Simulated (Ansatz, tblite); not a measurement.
# The cluster Li₄O₂: rung by rung

The task here is to estimate one member of a computed series from the others.

Computed with Ansatz 0.2.0, Gaussian basis. Level: as each input shows.

Plan: GFN1-xTB, GFN2-xTB, PBE-D4/def2-TZVP, r2SCAN-D4/def2-TZVP, HF/def2-TZVP, B97M-V/def2-TZVP, BLYP-D4/def2-TZVP, ωB97M-V/def2-TZVP, B3LYP-D4/def2-TZVP, r2SCANh-D4/def2-TZVP, CAM-B3LYP-D4/def2-TZVP, PBE-D4/def2-SVP, PBE0-D4/def2-SVP, HF/STO-3G, PBE0-D4/def2-TZVPD, PBE-D4/def2-TZVPD, r2SCAN-D4/def2-TZVPD, CCSD(T)/def2-TZVPP, MP2/def2-TZVP, RPA/def2-TZVP, CCSD(T)/def2-TZVPD.

## The geometry

The geometry is that of the singlet, from an earlier relaxation (r2SCAN-D4/def2-TZVP). At that level it is the lowest of the isomers that a small search found.

6 atoms, charge 0, spin multiplicity 1.

Bond lengths: Li1–O5 1.623 Å, Li2–O5 1.783 Å, Li2–O6 1.783 Å, Li3–O5 1.783 Å, Li3–O6 1.783 Å, Li4–O6 1.623 Å. Angles: O5–Li2–O6 109.7°, O5–Li3–O6 109.6°, Li1–O5–Li2 144.6°, Li1–O5–Li3 145.1°, Li2–O5–Li3 70.4°, Li2–O6–Li3 70.4°, Li2–O6–Li4 144.6°, Li3–O6–Li4 145.0°.

PBE0-D4/def2-TZVP was run before; its log isn't repeated, and its numbers join the tables.

The first run:

Tight binding, by tblite at 300 K electronic temperature and without a spin-polarisation term:

```python
tblite.interface.Calculator('GFN1-xTB', numbers, positions, charge=0, uhf=0).singlepoint()
```

Tight binding, by tblite at 300 K electronic temperature and without a spin-polarisation term:

```python
tblite.interface.Calculator('GFN2-xTB', numbers, positions, charge=0, uhf=0).singlepoint()
```

start.molden holds the orbitals of an earlier run on this state, given as this run's starting guess.

Input file in.yaml:

```yaml
crystal:
  periodic: [false, false, false]
  atoms:
    - {symbol: Li, position_ang: [2.657079, -0.014472, -1.558093]}
    - {symbol: Li, position_ang: [0.352450, -0.748644, 0.604704]}
    - {symbol: Li, position_ang: [-0.351914, 0.756591, -0.603867]}
    - {symbol: Li, position_ang: [-2.657628, 0.000787, 1.557235]}
    - {symbol: O, position_ang: [1.256908, -0.001091, -0.737433]}
    - {symbol: O, position_ang: [-1.256894, 0.006829, 0.737454]}
basis:
  gaussian: {orbitals: def2-TZVP, initial_orbitals: start.molden}
hamiltonian: {xc: pbe, dispersion: d4}
scf: {omitted_lower_state_checks: [starts]}
output: {forces: true, orbitals: {seedname: orbitals}}
```

Started as:

```bash
$ ansatz run in.yaml --threads 4 --pin off --events-out ev --progress --plain --max-ram 3916MiB
```

Steps of the session up to this table: PBE-D4/def2-TZVP; r2SCAN-D4/def2-TZVP; HF/def2-TZVP; B97M-V/def2-TZVP; BLYP-D4/def2-TZVP; ωB97M-V/def2-TZVP; B3LYP-D4/def2-TZVP; r2SCANh-D4/def2-TZVP; CAM-B3LYP-D4/def2-TZVP; PBE-D4/def2-SVP; PBE0-D4/def2-SVP; HF/STO-3G; PBE0-D4/def2-TZVPD; PBE-D4/def2-TZVPD; r2SCAN-D4/def2-TZVPD; CCSD(T)/def2-TZVPP; MP2/def2-TZVP; RPA/def2-TZVP; CCSD(T)/def2-TZVPD.

One of the session's tables, all rows but one given; the rest of the session is left out.

It belongs to the step «Levels side by side». 

```
                 level  HOMO (eV)  gap (eV)
             HF/STO-3G      -6.55      9.21
          HF/def2-TZVP      -7.30      8.05
       PBE-D4/def2-SVP      -2.81      1.72
      PBE-D4/def2-TZVP      -3.00      1.93
     PBE-D4/def2-TZVPD      -3.02      1.95
     BLYP-D4/def2-TZVP      -2.95      1.85
   r2SCAN-D4/def2-TZVP          ?         ?
  r2SCAN-D4/def2-TZVPD      -3.11      2.58
      B97M-V/def2-TZVP      -3.13      2.07
  r2SCANh-D4/def2-TZVP      -3.54      3.12
    B3LYP-D4/def2-TZVP      -4.01      3.22
      PBE0-D4/def2-SVP      -3.97      3.39
     PBE0-D4/def2-TZVP      -4.15      3.61
    PBE0-D4/def2-TZVPD      -4.18      3.61
CAM-B3LYP-D4/def2-TZVP      -5.61      5.51
     ωB97M-V/def2-TZVP      -6.53      6.65
```

**Question.** Estimate the row for r2SCAN-D4/def2-TZVP.

**Answer.** HOMO (eV): -3.07; gap (eV): 2.53. In the column «HOMO (eV)» it lies between r2SCAN-D4/def2-TZVPD (-3.11) and PBE-D4/def2-TZVPD (-3.02).
